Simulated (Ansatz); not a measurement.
# CH₅FGeOSi: a ladder of functionals and wavefunction methods

An exercise on one series of results from a longer session: the logs are not shown, and one member is left open.

Computed with Ansatz 0.2.0, Gaussian basis. Level: functionals in def2-TZVPP, the program's frozen cores in correlated methods.

Levels to be run: PBE-D4, r2SCAN-D4, PBE0-D4, B3LYP-D4, ωB97X-V, ωB97M-V, B2PLYP; CCSD(T)/def2-TZVPP; MP2/def2-QZVPP; extrapolation to the limit.

## Structure used throughout

The geometry comes from an earlier relaxation with PBE0-D4 in a triple-zeta def2 set; it is a stationary point, not always the lowest conformer.

SMILES `FC1[O][GeH2][SiH2]1`, 10 atoms, charge 0, spin multiplicity 1.

Atoms are counted from 1 here; the program's logs count them from 0.

Bond lengths: F1–C2 1.396 Å, C2–O3 1.384 Å, C2–Si5 1.939 Å, C2–H6 1.094 Å, O3–Ge4 1.842 Å, Ge4–Si5 2.371 Å, Ge4–H7 1.538 Å, Ge4–H8 1.539 Å, Si5–H9 1.484 Å, Si5–H10 1.487 Å. Angles: F1–C2–O3 110.1°, F1–C2–Si5 108.7°, F1–C2–H6 106.0°, O3–C2–Si5 102.0°, O3–C2–H6 109.8°, Si5–C2–H6 120.2°, C2–O3–Ge4 105.5°, O3–Ge4–Si5 75.2°, O3–Ge4–H7 107.9°, O3–Ge4–H8 110.4°, Si5–Ge4–H7 123.1°, Si5–Ge4–H8 122.4°, H7–Ge4–H8 109.7°, C2–Si5–Ge4 72.8°, C2–Si5–H9 118.2°, C2–Si5–H10 113.0°, Ge4–Si5–H9 124.5°, Ge4–Si5–H10 113.0° and more.

Set-up of the first run:

Input file in.yaml:

```yaml
crystal:
  periodic: [false, false, false]
  atoms:
    - {symbol: F, position_ang: [-1.926927, -0.461602, 0.839204]}
    - {symbol: C, position_ang: [-0.653263, 0.071673, 1.046481]}
    - {symbol: O, position_ang: [0.294045, -0.936458, 1.015609]}
    - {symbol: Ge, position_ang: [0.925379, -0.964855, -0.714129]}
    - {symbol: Si, position_ang: [-0.163908, 1.129979, -0.502309]}
    - {symbol: H, position_ang: [-0.675488, 0.529217, 2.040056]}
    - {symbol: H, position_ang: [2.453485, -1.126773, -0.656422]}
    - {symbol: H, position_ang: [0.307954, -2.140558, -1.491208]}
    - {symbol: H, position_ang: [-1.247493, 1.607604, -1.397425]}
    - {symbol: H, position_ang: [0.769416, 2.240571, -0.176758]}
basis:
  gaussian: {orbitals: def2-TZVPP}
hamiltonian: {xc: pbe, dispersion: d4}
output: {forces: true, orbitals: {seedname: orbitals}}
```

Run with:

```sh
$ ansatz run in.yaml --threads 4 --pin off --events-out ev --progress --plain --max-ram 10444MiB
```

Steps of the session up to this table: PBE-D4 (GGA); r2SCAN-D4 (meta-GGA); PBE0-D4 (hybrid); B3LYP-D4 (hybrid); ωB97X-V (range-separated); ωB97M-V (range-separated); B2PLYP (double hybrid); CCSD(T) in def2-TZVPP; MP2 in def2-QZVPP.

One table of the session follows, with a row left open; its other results are not shown here.

It belongs to the step «Atomisation energies». 

```
            method  atomisation energy (kJ/mol)
            PBE-D4                       3370.2
         r2SCAN-D4                       3323.8
           PBE0-D4                       3291.1
          B3LYP-D4                       3284.5
           ωB97X-V                       3337.4
           ωB97M-V                       3305.4
            B2PLYP                       3254.8
     HF/def2-TZVPP                            ?
    MP2/def2-TZVPP                       3280.5
   CCSD/def2-TZVPP                       3164.0
CCSD(T)/def2-TZVPP                       3225.0
           MP2/CBS                       3371.2
       CCSD(T)/CBS                       3315.7
```

**Question.** Estimate the row for HF/def2-TZVPP.

As computed: atomisation energy (kJ/mol): 2285.3. In the column «atomisation energy (kJ/mol)» it is the lowest.
